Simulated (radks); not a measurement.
# Sr³⁺ in [Ar] 3d10 4s2 4p5: an all-electron calculation

An exercise on one series of results from a longer session: the logs are not shown, and one member is left open.

Method: Dirac Kohn-Sham, LDA (Slater exchange, Perdew-Wang correlation), spin-unpolarised, spherical densities, point nucleus; open shells fill j = l - 1/2 first. Code: radks (a radial shooting solver on a logarithmic mesh, Libxc functionals) version 1.

## Starting point

```
element       : strontium (Z = 38)
charge        : +3
electrons     : 35
configuration : [Ar] 3d10 4s2 4p5
```

Set-up of the first run:

Input:

```text
Z 38
configuration [Ar] 3d10 4s2 4p5
relativity Dirac
functional lda,pw
spin unpolarised
j_filling energy
nucleus point
c 137.035999084
```

On the command line:

```console
python run_ks.py task.json out
```

This one command runs every case of the session in turn.

One of the session's tables, all rows but one given; the rest of the session is left out.

It belongs to the step «Shells». From the orbitals of this run (lengths in bohr):

```
level      <r>  outermost maximum (interpolated)  90 % within  nodes
1s1/2  0.03921                            0.0256       0.0702      0
2s1/2   0.1724                             0.145        0.267      1
2p1/2        ?                                 ?            ?      ?
2p3/2   0.1517                             0.117        0.247      0
3s1/2   0.4927                             0.436        0.731      2
3p1/2   0.4917                             0.425        0.748      1
3p3/2   0.5022                             0.434        0.763      1
3d3/2   0.4956                             0.374        0.804      0
3d5/2   0.4993                             0.377        0.810      0
4s1/2    1.323                              1.18         1.93      3
4p1/2    1.472                              1.28         2.18      2
4p3/2    1.500                              1.31         2.22      2
```

Estimate the missing values for 2p1/2.

**Answer.** <r>: 0.1476; outermost maximum (interpolated): 0.114; 90 % within: 0.242; nodes: 0. In the column «<r>» it lies between 1s1/2 (0.03921) and 2p3/2 (0.1517).

To keep in mind: Spin polarisation and multiplet splitting are left out.
